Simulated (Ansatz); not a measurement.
# C2HClF2Si: small, medium and large basis sets

One table from this session's results is given with a row withheld; the runs are named, their logs left out.

Method: one geometry, several basis sets; program: Ansatz 0.2.0, Gaussian basis.

Plan: PBE0-D4/def2-SVP; ωB97M-V/def2-SVP; PBE0-D4/def2-QZVPP; ωB97M-V/def2-QZVPP; the functionals' def2-TZVPP values are taken from earlier runs.

## Structure used throughout

All runs share one geometry, relaxed beforehand with PBE0-D4 in a triple-zeta def2 set.

SMILES `C#C[Si](F)(F)Cl`, 7 atoms, charge 0, spin multiplicity 1.

Atoms are counted from 1 here; the program's logs count them from 0.

Bond lengths: C1–C2 1.204 Å, C1–H7 1.067 Å, C2–Si3 1.796 Å, Si3–F4 1.574 Å, Si3–F5 1.574 Å, Si3–Cl6 2.013 Å. Angles: C2–C1–H7 179.9°, C1–C2–Si3 179.2°, C2–Si3–F4 110.0°, C2–Si3–F5 110.0°, C2–Si3–Cl6 111.5°, F4–Si3–F5 107.4°, F4–Si3–Cl6 108.9°, F5–Si3–Cl6 108.9°.

Set-up of the first run:

in.yaml reads:

```yaml
crystal:
  periodic: [false, false, false]
  atoms:
    - {symbol: C, position_ang: [0.493997, -1.811541, 0.694795]}
    - {symbol: C, position_ang: [0.205687, -0.737459, 0.233485]}
    - {symbol: Si, position_ang: [-0.226634, 0.873191, -0.432414]}
    - {symbol: F, position_ang: [-1.481308, 0.747352, -1.374354]}
    - {symbol: F, position_ang: [0.960451, 1.432868, -1.301255]}
    - {symbol: Cl, position_ang: [-0.640529, 2.191263, 1.032189]}
    - {symbol: H, position_ang: [0.749538, -2.763774, 1.101753]}
basis:
  gaussian: {orbitals: def2-SVP}
hamiltonian: {xc: pbe0, dispersion: d4}
output: {orbitals: {seedname: orbitals}}
```

Steps of the session up to this table: PBE0-D4 in def2-SVP; ωB97M-V in def2-SVP; PBE0-D4 in def2-QZVPP; ωB97M-V in def2-QZVPP.

One table of the session follows, with a row left open; its other results are not shown here.

It belongs to the step «Functionals by basis». 

| functional | basis | HOMO (eV) |
| --- | --- | --- |
| PBE0-D4 | def2-SVP | -9.07 |
| PBE0-D4 | def2-TZVPP | -9.12 |
| PBE0-D4 | def2-QZVPP | ? |
| ωB97M-V | def2-SVP | -11.30 |
| ωB97M-V | def2-TZVPP | -11.37 |
| ωB97M-V | def2-QZVPP | -11.40 |

Estimate the missing values for PBE0-D4, def2-QZVPP.

The run gave: HOMO (eV): -9.14. In the column «HOMO (eV)» it lies between ωB97M-V, def2-SVP (-11.30) and PBE0-D4, def2-TZVPP (-9.12).
